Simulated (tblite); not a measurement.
# C5H10F3PSe: the cost of one run

The runs use tblite 0.8.0 and PySCF 2.14.0, with density-fitted response routines of our own; the level of theory stands in each step. All values are computed, except where a source is named. Atoms are numbered from 0 throughout.

## Step 1: The starting structure

20 atoms, charge 0, multiplicity 1; geometry from: force field or distance geometry start.

Bonds of the start (Å): C0–C1 1.55, C1–C2 1.49, C2–P3 1.76, P3–C4 1.77, P3–Se5 2.26, P3–C6 1.76, C6–F7 1.39, C6–F8 1.39, C6–F9 1.36, C0–H10 1.12, C0–H11 1.11, C0–H12 1.10, C1–H13 1.13, C1–H14 1.08, C2–H15 1.12, C2–H16 1.13, C4–H17 1.11, C4–H18 1.13, C4–H19 1.11.

## Step 2: Optimising the geometry with GFN2-xTB

What the job is given:

```
{"job": {"kind": "relax", "xc": "GFN2-xTB", "basis": "xTB"}, "charge": 0, "multiplicity": 1}
C      2.973600    -0.123500    -0.074300
C      1.519600    -0.550900    -0.376700
C      0.624200     0.384500     0.350400
P     -1.114400     0.158500     0.196600
C     -2.129600     1.602200     0.019500
Se    -1.692100    -0.148800     2.359100
C     -1.739300    -1.340400    -0.493300
F     -1.948600    -2.253100     0.527200
F     -2.947800    -1.049100    -1.124500
F     -0.976400    -1.964300    -1.431800
H      3.105600     0.848100    -0.606700
H      3.066200    -0.028900     1.023200
H      3.680500    -0.869700    -0.453600
H      1.476900    -1.600900     0.047300
H      1.413800    -0.606500    -1.448700
H      0.896100     1.432100     0.067000
H      0.901600     0.319500     1.439800
H     -1.955300     2.299800     0.867000
H     -1.956300     2.160500    -0.941900
H     -3.203200     1.341600     0.051400
```

On the command line:

```bash
OMP_NUM_THREADS=1 python probes_run.py task.json out
```

One launch serves the whole session: the jobs run in the order shown.

**Question.** How long does this first job take on 1 thread of Arm Neoverse N1, shared host, and how much memory does it need?

About 3.1 s, with a peak of 0.18 GiB.
